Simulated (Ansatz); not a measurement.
# Mg2BrF3: the cost of one run

Method: DFT PBE, scalar-relativistic, plane waves, PAW, in Ansatz 0.2.0.

## (1) Starting point

Symmetry: P6/mmm, No. 191, hexagonal system. Conventional cell: a = 5.995 Å, b = 5.995 Å, c = 3.145 Å, α = 90.00°, β = 90.00°, γ = 120.00°. Mg (site symmetry -6m2) has 6 F at 2.34 Å as nearest neighbours. Br (site symmetry 6/mmm) has 2 Br at 3.15 Å and 12 F at 3.39 Å and 6 Mg at 3.46 Å as nearest neighbours. Around F (site symmetry mmm) lie 4 Mg at 2.34 Å.

Coordinates:

```cif
data_structure
_symmetry_space_group_name_H-M 'P6/mmm'
_symmetry_Int_Tables_number 191
_cell_length_a 5.9951
_cell_length_b 5.9951
_cell_length_c 3.1454
_cell_angle_alpha 90.000
_cell_angle_beta 90.000
_cell_angle_gamma 120.000
_cell_volume 97.90
loop_
_atom_site_label
_atom_site_type_symbol
_atom_site_symmetry_multiplicity
_atom_site_Wyckoff_symbol
_atom_site_fract_x
_atom_site_fract_y
_atom_site_fract_z
_atom_site_occupancy
Mg1 Mg 2 d 0.66667 0.33333 0.50000 1
Br1 Br 1 b 0.00000 0.00000 0.50000 1
F1 F 3 f 0.00000 0.50000 0.00000 1
```

A structure generator made this guess: species swapped into a database cell of NdB2Ir3 (P6/mmm, No. 191), with Br on the Nd sites, Mg on the B sites and F on the Ir sites. The dimensions are guesses.

## (2) The guess as it stands, on a coarse mesh

Contents of input.yaml:

```yaml
crystal:
  lattice:
    - [5.99507967, 0.0, 0.0]
    - [-2.99753983, 5.19189129, 0.0]
    - [0.0, 0.0, 3.14543961]
  atoms:
    - { symbol: Mg, position: [0.66666667, 0.33333333, 0.5] }
    - { symbol: Mg, position: [0.33333333, 0.66666667, 0.5] }
    - { symbol: Br, position: [0.0, 0.0, 0.5] }
    - { symbol: F, position: [0.0, 0.5, 0.0] }
    - { symbol: F, position: [0.5, 0.5, 0.0] }
    - { symbol: F, position: [0.5, 0.0, 0.0] }
basis:
  ecutwfc: 420
kpoints:
  mp_grid: { grid: [3, 3, 6] }
hamiltonian:
  xc: pbe
scf:
  occupations: { method: gaussian, width: 0.1 }
  lower_state_search: "off"
output:
  forces: true
  stress: true
  eigenvalues: true
```

Launch:

```sh
ansatz run input.yaml --threads 1 --pin off --max-ram 2048MiB --backend cpu --events-out ev --progress --plain --runs-dir out
```

What time and memory should one allow on 1 thread of Arm Neoverse V1, shared host?

About 3 s, with a peak of 0.32 GiB.
